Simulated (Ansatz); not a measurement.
# Tetraphenylgermane (C24H20Ge): geometry, orbitals and charge

Aim: characterise tetraphenylgermane (C24H20Ge) as a singlet: its structure, frontier levels and distribution of charge.

Method: RKS PBE0-D4/def2-TZVP; program: Ansatz 0.2.0, Gaussian basis.

Levels to be run: relaxation at PBE-D4/def2-SVP; a single point at PBE0-D4/def2-TZVP.

### 1 The system as given

SMILES `c1cc[c]([Ge]([c]2ccccc2)([c]2ccccc2)[c]2ccccc2)cc1`, 45 atoms, charge 0, spin multiplicity 1.

Atoms are counted from 1 here; the program's logs count them from 0.

Bond lengths: C1–C2 1.385 Å, C1–C25 1.384 Å, C1–H26 1.080 Å, C2–C3 1.383 Å, C2–H27 1.081 Å, C3–C4 1.389 Å, C3–H28 1.083 Å, C4–Ge5 1.979 Å, C4–C24 1.388 Å, Ge5–C6 1.978 Å, Ge5–C12 1.978 Å, Ge5–C18 1.979 Å, C6–C7 1.389 Å, C6–C11 1.388 Å, C7–C8 1.383 Å, C7–H29 1.083 Å, C8–C9 1.385 Å, C8–H30 1.081 Å and more. Angles: C2–C1–C25 119.8°, C2–C1–H26 120.1°, C25–C1–H26 120.1°, C1–C2–C3 120.0°, C1–C2–H27 120.0°, C3–C2–H27 120.0°, C2–C3–C4 120.7°, C2–C3–H28 120.0°, C4–C3–H28 119.3°, C3–C4–Ge5 120.6°, C3–C4–C24 118.8°, Ge5–C4–C24 120.6°, C4–Ge5–C6 109.4°, C4–Ge5–C12 109.6°, C4–Ge5–C18 109.5°, C6–Ge5–C12 109.4°, C6–Ge5–C18 109.6°, C12–Ge5–C18 109.4° and more.

The start is a GFN2-xTB geometry.

### 2 Optimising with PBE-D4/def2-SVP

The input, in.yaml:

```yaml
crystal:
  periodic: [false, false, false]
  atoms:
    - {symbol: C, position_ang: [-1.562680, -3.599230, 2.702620]}
    - {symbol: C, position_ang: [-2.466400, -2.756880, 2.077330]}
    - {symbol: C, position_ang: [-2.009970, -1.719530, 1.284200]}
    - {symbol: C, position_ang: [-0.648680, -1.509840, 1.104250]}
    - {symbol: Ge, position_ang: [-0.000080, -0.000790, 0.000150]}
    - {symbol: C, position_ang: [0.035890, 1.646280, 1.095160]}
    - {symbol: C, position_ang: [0.865380, 2.706590, 0.753510]}
    - {symbol: C, position_ang: [0.871790, 3.869140, 1.503030]}
    - {symbol: C, position_ang: [0.044810, 3.985230, 2.607670]}
    - {symbol: C, position_ang: [-0.787990, 2.935530, 2.956590]}
    - {symbol: C, position_ang: [-0.789740, 1.774800, 2.203940]}
    - {symbol: C, position_ang: [-1.210260, 0.261990, -1.541630]}
    - {symbol: C, position_ang: [-1.789130, -0.827280, -2.179950]}
    - {symbol: C, position_ang: [-2.611810, -0.648060, -3.277290]}
    - {symbol: C, position_ang: [-2.865800, 0.628270, -3.750430]}
    - {symbol: C, position_ang: [-2.295020, 1.721680, -3.121480]}
    - {symbol: C, position_ang: [-1.473310, 1.536890, -2.024170]}
    - {symbol: C, position_ang: [1.823410, -0.399770, -0.657100]}
    - {symbol: C, position_ang: [2.933030, -0.158160, 0.142970]}
    - {symbol: C, position_ang: [4.206700, -0.459980, -0.304750]}
    - {symbol: C, position_ang: [4.385360, -1.012790, -1.561770]}
    - {symbol: C, position_ang: [3.286750, -1.259490, -2.367440]}
    - {symbol: C, position_ang: [2.015510, -0.953910, -1.915600]}
    - {symbol: C, position_ang: [0.247810, -2.361660, 1.735330]}
    - {symbol: C, position_ang: [-0.203680, -3.399330, 2.530750]}
    - {symbol: H, position_ang: [-1.917220, -4.413160, 3.318330]}
    - {symbol: H, position_ang: [-3.527980, -2.910570, 2.208680]}
    - {symbol: H, position_ang: [-2.716880, -1.064380, 0.789910]}
    - {symbol: H, position_ang: [1.518540, 2.611990, -0.104950]}
    - {symbol: H, position_ang: [1.526180, 4.684710, 1.230040]}
    - {symbol: H, position_ang: [0.050450, 4.891800, 3.195850]}
    - {symbol: H, position_ang: [-1.433010, 3.022140, 3.819670]}
    - {symbol: H, position_ang: [-1.434560, 0.950900, 2.482030]}
    - {symbol: H, position_ang: [-1.598120, -1.824600, -1.803800]}
    - {symbol: H, position_ang: [-3.059160, -1.502810, -3.764500]}
    - {symbol: H, position_ang: [-3.511990, 0.771120, -4.604630]}
    - {symbol: H, position_ang: [-2.493840, 2.719150, -3.486930]}
    - {symbol: H, position_ang: [-1.035920, 2.392500, -1.525790]}
    - {symbol: H, position_ang: [2.793600, 0.280050, 1.123560]}
    - {symbol: H, position_ang: [5.062220, -0.265860, 0.326800]}
    - {symbol: H, position_ang: [5.380020, -1.244720, -1.914630]}
    - {symbol: H, position_ang: [3.423570, -1.691570, -3.348600]}
    - {symbol: H, position_ang: [1.157740, -1.141680, -2.548510]}
    - {symbol: H, position_ang: [1.310290, -2.209390, 1.595170]}
    - {symbol: H, position_ang: [0.504210, -4.055320, 3.016400]}
basis:
  gaussian: {orbitals: def2-SVP, fitting: {mean_field: def2-universal-jkfit}}
hamiltonian: {xc: pbe, dispersion: d4}
scf: {lower_state_search: "off"}
output: {orbitals: {seedname: orbitals}}
relax: {f_tol: 0.03, max_steps: 70}
```

Started as:

```sh
$ ansatz run in.yaml --threads 2 --pin off --events-out ev --progress --plain --max-ram 32768MiB --backend cuda --devices 0, --max-vram 18GiB
```

Standard output, cut to the lines that bear on the results:

```text
Functional definition: PBE
  name "PBE"
  cite "Perdew, Burke & Ernzerhof, Phys. Rev. Lett. 77, 3865 (1996) doi:10.1103/PhysRevLett.77.3865"
  parent pbe
[...]
2426 factors; integrals over basis functions are off by at most 2.1e-1 eV
[...]
mean field -81665.84656997 eV, -3001.1645063475 hartree, gradient 5.3e-6 eV, S^2 0.000000; 0 other end points of the search recorded, 0 dependent functions left out
[...]
reference -81665.84663855 eV, -3001.1645088678 hartree; 98, 98 occupied and 370, 370 virtual orbitals, 2426 factors
relax step   1: F+E_penalty+E_count = -81667.74037304 eV  Δ(F+E_penalty+E_count) = +0.000e0 eV  max|allowed force component| = 1.117e0 eV/Å  Δτ_max = 0.0000 Å  (20 SCF iters, accepted)
[...]
relax step   4: F+E_penalty+E_count = -81668.15458768 eV  Δ(F+E_penalty+E_count) = -3.171e-4 eV  max|allowed force component| = 4.651e-2 eV/Å  Δτ_max = 0.0148 Å  (21 SCF iters, accepted)
[...]
relax step   5: F+E_penalty+E_count = -81668.15519555 eV  Δ(F+E_penalty+E_count) = -6.079e-4 eV  max|allowed force component| = 8.423e-3 eV/Å  Δτ_max = 0.0077 Å  (21 SCF iters, accepted)
Total energy: -81668.15526567 eV, -3001.2493493495 hartree
Atom 0 at    -1.585733    -3.615391     2.712786 Å, force     0.000528     0.002799     0.004245 eV/Å
Atom 1 at    -2.499238    -2.751123     2.088417 Å, force     0.000199    -0.000900    -0.003297 eV/Å
[...]
Atom 30 at     0.062870     4.942532     3.204597 Å, force    -0.001240    -0.001762    -0.002954 eV/Å
Atom 31 at    -1.419994     3.033093     3.869658 Å, force     0.003199    -0.001745    -0.001591 eV/Å
Atom 32 at    -1.424620     0.925161     2.533420 Å, force     0.001332     0.002773     0.000380 eV/Å
Atom 33 at    -1.585580    -1.875043    -1.808679 Å, force    -0.000514     0.001336    -0.002475 eV/Å
Atom 34 at    -3.057217    -1.554033    -3.798124 Å, force     0.003275     0.001025     0.002076 eV/Å
Atom 35 at    -3.540817     0.755161    -4.646656 Å, force     0.001527    -0.000813     0.002511 eV/Å
Atom 36 at    -2.542079     2.744202    -3.492033 Å, force     0.000467    -0.002727     0.002171 eV/Å
Atom 37 at    -1.067830     2.429535    -1.502855 Å, force    -0.003634    -0.001673    -0.001165 eV/Å
Atom 38 at     2.799883     0.286680     1.175439 Å, force     0.001683    -0.002339    -0.001031 eV/Å
Atom 39 at     5.095773    -0.278590     0.378290 Å, force    -0.003842    -0.001964     0.000330 eV/Å
Atom 40 at     5.429866    -1.257623    -1.905634 Å, force    -0.002704     0.001161     0.000971 eV/Å
Atom 41 at     3.450802    -1.669558    -3.389136 Å, force    -0.001289     0.001745     0.002950 eV/Å
Atom 42 at     1.151752    -1.107547    -2.596949 Å, force     0.003158    -0.000160     0.001031 eV/Å
Atom 43 at     1.340920    -2.248532     1.564592 Å, force    -0.002871    -0.001480     0.001708 eV/Å
Atom 44 at     0.512400    -4.108274     3.008296 Å, force    -0.001702     0.001794    -0.002746 eV/Å
Dipole moment:     0.000113     0.000180    -0.000103 e Å
Checks for a lower state left out: stability, starts, cluster_reference, orbital_swaps, neighbouring_geometries, increment
```

Wall time 30 s (1 × H100 (card shared with other runs) with 2 threads of AMD EPYC 7R13, shared host).

Along the way:

```tsv
step	energy from step 1 (eV)	largest force component (eV/Å)
1	0.0000	1.1170
2	-0.3830	0.3580
3	-0.4139	0.0415
4	-0.4142	0.0465
5	-0.4148	0.0084
```

Close pairs (by a distance rule), those that changed most:

```tsv
bond	before (Å)	after (Å)	change (Å)
C6–C7	1.389	1.412	+0.023
C12–C13	1.389	1.412	+0.023
C3–C4	1.389	1.412	+0.023
C18–C19	1.389	1.412	+0.022
C12–C17	1.388	1.410	+0.022
C4–C24	1.388	1.410	+0.022
C6–C11	1.388	1.410	+0.022
C18–C23	1.388	1.410	+0.022
```

Bonds by kind at the end (by distance):

```tsv
bond	count	shortest (Å)	longest (Å)
C–C	24	1.404	1.412
C–Ge	4	1.963	1.963
C–H	20	1.101	1.102
```

### 3 Single point, PBE0-D4/def2-TZVP

start.molden holds the orbitals of an earlier run on this state, given as this run's starting guess.

The input, in.yaml:

```yaml
crystal:
  periodic: [false, false, false]
  atoms:
    - {symbol: C, position_ang: [-1.585733, -3.615391, 2.712786]}
    - {symbol: C, position_ang: [-2.499238, -2.751123, 2.088417]}
    - {symbol: C, position_ang: [-2.033161, -1.702359, 1.278866]}
    - {symbol: C, position_ang: [-0.649404, -1.502146, 1.084569]}
    - {symbol: Ge, position_ang: [-0.000352, -0.000088, 0.000434]}
    - {symbol: C, position_ang: [0.047193, 1.631841, 1.090038]}
    - {symbol: C, position_ang: [0.881002, 2.712217, 0.729280]}
    - {symbol: C, position_ang: [0.886177, 3.896920, 1.483597]}
    - {symbol: C, position_ang: [0.057801, 4.015122, 2.611022]}
    - {symbol: C, position_ang: [-0.772721, 2.945695, 2.982960]}
    - {symbol: C, position_ang: [-0.775893, 1.762175, 2.227873]}
    - {symbol: C, position_ang: [-1.210259, 0.255070, -1.524057]}
    - {symbol: C, position_ang: [-1.783057, -0.855989, -2.179843]}
    - {symbol: C, position_ang: [-2.615283, -0.678467, -3.297160]}
    - {symbol: C, position_ang: [-2.887108, 0.614626, -3.771809]}
    - {symbol: C, position_ang: [-2.326808, 1.728252, -3.125506]}
    - {symbol: C, position_ang: [-1.495782, 1.548536, -2.008354]}
    - {symbol: C, position_ang: [1.811318, -0.385392, -0.649510]}
    - {symbol: C, position_ang: [2.934282, -0.153666, 0.173814]}
    - {symbol: C, position_ang: [4.228251, -0.466853, -0.273518]}
    - {symbol: C, position_ang: [4.415658, -1.013743, -1.553004]}
    - {symbol: C, position_ang: [3.306953, -1.245440, -2.383013]}
    - {symbol: C, position_ang: [2.014452, -0.931188, -1.934027]}
    - {symbol: C, position_ang: [0.256908, -2.380429, 1.714134]}
    - {symbol: C, position_ang: [-0.206778, -3.429169, 2.524100]}
    - {symbol: H, position_ang: [-1.950001, -4.439156, 3.346160]}
    - {symbol: H, position_ang: [-3.581651, -2.897322, 2.229486]}
    - {symbol: H, position_ang: [-2.759544, -1.037283, 0.783598]}
    - {symbol: H, position_ang: [1.543967, 2.626015, -0.147232]}
    - {symbol: H, position_ang: [1.542711, 4.731567, 1.191666]}
    - {symbol: H, position_ang: [0.062870, 4.942532, 3.204597]}
    - {symbol: H, position_ang: [-1.419994, 3.033093, 3.869658]}
    - {symbol: H, position_ang: [-1.424620, 0.925161, 2.533420]}
    - {symbol: H, position_ang: [-1.585580, -1.875043, -1.808679]}
    - {symbol: H, position_ang: [-3.057217, -1.554033, -3.798124]}
    - {symbol: H, position_ang: [-3.540817, 0.755161, -4.646656]}
    - {symbol: H, position_ang: [-2.542079, 2.744202, -3.492033]}
    - {symbol: H, position_ang: [-1.067830, 2.429535, -1.502855]}
    - {symbol: H, position_ang: [2.799883, 0.286680, 1.175439]}
    - {symbol: H, position_ang: [5.095773, -0.278590, 0.378290]}
    - {symbol: H, position_ang: [5.429866, -1.257623, -1.905634]}
    - {symbol: H, position_ang: [3.450802, -1.669558, -3.389136]}
    - {symbol: H, position_ang: [1.151752, -1.107547, -2.596949]}
    - {symbol: H, position_ang: [1.340920, -2.248532, 1.564592]}
    - {symbol: H, position_ang: [0.512400, -4.108274, 3.008296]}
basis:
  gaussian: {orbitals: def2-TZVP, fitting: {mean_field: def2-universal-jkfit}, initial_orbitals: start.molden}
hamiltonian: {xc: pbe0, dispersion: d4}
scf: {omitted_lower_state_checks: [starts]}
output: {forces: true, orbitals: {seedname: orbitals}}
```

Launched as before.

Standard output:

```text
Functional definition: PBE0
  name "PBE0"
  cite "Adamo & Barone, J. Chem. Phys. 110, 6158 (1999) doi:10.1063/1.478522"
  cite "Perdew, Burke & Ernzerhof, Phys. Rev. Lett. 77, 3865 (1996) doi:10.1103/PhysRevLett.77.3865"
  parent pbe
  parameter a = 0.25
  parameter kappa = 0.804
  parameter beta = 0.06672455060314922
  exchange = (1 - a)*pbe_x(kappa = kappa, mu = beta*pi^2/3) + a*exact_x
  correlation = pbe_c(beta = beta)
these checks for a lower state are left out or cut short: starts
2426 factors; integrals over basis functions are off by at most 3.0e-1 eV
mean field evaluation 1: about -81691.5501 eV, gradient 2.5e2 eV
mean field evaluation 2: about -81703.3923 eV, gradient 9.9e0 eV
mean field evaluation 4: about -81703.5705 eV, gradient 3.0e-1 eV
mean field evaluation 8: about -81703.5708 eV, gradient 2.0e-5 eV
mean field -81703.57083074 eV, -3002.5508473602 hartree, gradient 2.0e-5 eV, S^2 0.000000; 0 other end points of the search recorded, 0 dependent functions left out
the calculation of the forces begins
reference -81703.57089890 eV, -3002.5508498651 hartree; 98, 98 occupied and 814, 814 virtual orbitals, 2426 factors
Total energy: -81705.21283432 eV, -3002.6111898789 hartree
Atom 0 at    -1.585733    -3.615391     2.712786 Å, force     0.092397     0.204499    -0.151669 eV/Å
Atom 1 at    -2.499238    -2.751123     2.088417 Å, force     0.241399     0.031638    -0.041754 eV/Å
Atom 2 at    -2.033161    -1.702359     1.278866 Å, force     0.187614    -0.183186     0.128088 eV/Å
Atom 3 at    -0.649404    -1.502146     1.084569 Å, force    -0.200688    -0.414527     0.321684 eV/Å
Atom 4 at    -0.000352    -0.000088     0.000434 Å, force    -0.000374     0.000245    -0.000676 eV/Å
Atom 5 at     0.047193     1.631841     1.090038 Å, force     0.015410     0.477805     0.294219 eV/Å
Atom 6 at     0.881002     2.712217     0.729280 Å, force    -0.171007     0.026892     0.235396 eV/Å
Atom 7 at     0.886177     3.896920     1.483597 Å, force    -0.142472    -0.191198     0.062961 eV/Å
Atom 8 at     0.057801     4.015122     2.611022 Å, force    -0.001599    -0.229600    -0.143112 eV/Å
Atom 9 at    -0.772721     2.945695     2.982960 Å, force     0.153457    -0.016000    -0.191994 eV/Å
Atom 10 at    -0.775893     1.762175     2.227873 Å, force     0.163514     0.209638    -0.084211 eV/Å
Atom 11 at    -1.210259     0.255070    -1.524057 Å, force    -0.336107     0.056507    -0.445720 eV/Å
Atom 12 at    -1.783057    -0.855989    -2.179843 Å, force    -0.058672     0.267756    -0.099946 eV/Å
Atom 13 at    -2.615283    -0.678467    -3.297160 Å, force     0.095813     0.193515     0.119710 eV/Å
Atom 14 at    -2.887108     0.614626    -3.771809 Å, force     0.163377    -0.031762     0.213515 eV/Å
Atom 15 at    -2.326808     1.728252    -3.125506 Å, force     0.034669    -0.229525     0.083885 eV/Å
Atom 16 at    -1.495782     1.548536    -2.008354 Å, force    -0.100312    -0.226173    -0.128047 eV/Å
Atom 17 at     1.811318    -0.385392    -0.649510 Å, force     0.522982    -0.117641    -0.167065 eV/Å
Atom 18 at     2.934282    -0.153666     0.173814 Å, force     0.041902    -0.115050    -0.265274 eV/Å
Atom 19 at     4.228251    -0.466853    -0.273518 Å, force    -0.196852    -0.029113    -0.146939 eV/Å
Atom 20 at     4.415658    -1.013743    -1.553004 Å, force    -0.251524     0.051963     0.087806 eV/Å
Atom 21 at     3.306953    -1.245440    -2.383013 Å, force    -0.022959     0.108340     0.220364 eV/Å
Atom 22 at     2.014452    -0.931188    -1.934027 Å, force     0.214244     0.044010     0.172530 eV/Å
Atom 23 at     0.256908    -2.380429     1.714134 Å, force    -0.275093    -0.027934     0.033995 eV/Å
Atom 24 at    -0.206778    -3.429169     2.524100 Å, force    -0.166285     0.141648    -0.113466 eV/Å
Atom 25 at    -1.950001    -4.439156     3.346160 Å, force     0.193489     0.436724    -0.336551 eV/Å
Atom 26 at    -3.581651    -2.897322     2.229486 Å, force     0.571983     0.078134    -0.073448 eV/Å
Atom 27 at    -2.759544    -1.037283     0.783598 Å, force     0.378548    -0.343625     0.258949 eV/Å
Atom 28 at     1.543967     2.626015    -0.147232 Å, force    -0.346008     0.044316     0.454124 eV/Å
Atom 29 at     1.542711     4.731567     1.191666 Å, force    -0.346486    -0.441293     0.154623 eV/Å
Atom 30 at     0.062870     4.942532     3.204597 Å, force    -0.004051    -0.491675    -0.315792 eV/Å
Atom 31 at    -1.419994     3.033093     3.869658 Å, force     0.344154    -0.045629    -0.467941 eV/Å
Atom 32 at    -1.424620     0.925161     2.533420 Å, force     0.345188     0.436584    -0.155664 eV/Å
Atom 33 at    -1.585580    -1.875043    -1.808679 Å, force    -0.101020     0.529907    -0.192755 eV/Å
Atom 34 at    -3.057217    -1.554033    -3.798124 Å, force     0.234429     0.462290     0.264361 eV/Å
Atom 35 at    -3.540817     0.755161    -4.646656 Å, force     0.346537    -0.074492     0.464517 eV/Å
Atom 36 at    -2.542079     2.744202    -3.492033 Å, force     0.112699    -0.538039     0.193302 eV/Å
Atom 37 at    -1.067830     2.429535    -1.502855 Å, force    -0.232087    -0.461439    -0.260381 eV/Å
Atom 38 at     2.799883     0.286680     1.175439 Å, force     0.068529    -0.230352    -0.519929 eV/Å
Atom 39 at     5.095773    -0.278590     0.378290 Å, force    -0.458580    -0.101152    -0.343689 eV/Å
Atom 40 at     5.429866    -1.257623    -1.905634 Å, force    -0.538284     0.129832     0.186629 eV/Å
Atom 41 at     3.450802    -1.669558    -3.389136 Å, force    -0.074889     0.224567     0.532676 eV/Å
Atom 42 at     1.151752    -1.107547    -2.596949 Å, force     0.453603     0.098274     0.344990 eV/Å
Atom 43 at     1.340920    -2.248532     1.564592 Å, force    -0.568938    -0.073856     0.074065 eV/Å
Atom 44 at     0.512400    -4.108274     3.008296 Å, force    -0.381653     0.358178    -0.256365 eV/Å
Dipole moment:     0.000125     0.000215    -0.000120 e Å
Checks for a lower state left out: starts
```

Run time: 19 s. Hardware: 1 × H100 (card shared with other runs) with 2 threads of AMD EPYC 7R13, shared host; peak host memory 1.5 GiB.

HOMO -7.09 eV, LUMO -0.78 eV.

Mulliken charges, from this run's orbitals:

C1 -0.10; C2 -0.12; C3 -0.20; C4 0.01; Ge5 0.46; C6 0.01; C7 -0.20; C8 -0.12; C9 -0.10; C10 -0.14; C11 -0.19; C12 0.01; C13 -0.20; C14 -0.12; C15 -0.10; C16 -0.14; C17 -0.19; C18 0.01; C19 -0.20; C20 -0.12; C21 -0.10; C22 -0.14; C23 -0.19; C24 -0.19; C25 -0.14; H26 0.12; H27 0.12; H28 0.13; H29 0.13; H30 0.12; H31 0.12; H32 0.12; H33 0.14; H34 0.13; H35 0.12; H36 0.12; H37 0.12; H38 0.14; H39 0.13; H40 0.12; H41 0.12; H42 0.12; H43 0.14; H44 0.14; H45 0.12

Largest Mayer bond orders: C10–C11 1.44; C16–C17 1.44; C22–C23 1.44; C24–C25 1.44; C2–C3 1.42; C7–C8 1.42; C13–C14 1.42; C19–C20 1.42; C1–C2 1.41; C8–C9 1.41.

### 4 Outcome

| quantity | value |
| --- | --- |
| commonest bond, hydrogen aside | C–C, 24 of mean length 1.406 Å |
| HOMO, LUMO at PBE0-D4/def2-TZVP | -7.09, -0.78 eV |
| dipole at PBE-D4/def2-SVP | 0.00 D |

**Reading.** The molecule keeps its bonding pattern by the stored test; the atoms moved 0.04 Å (rms). No usable vibrations, so a minimum isn't proven.
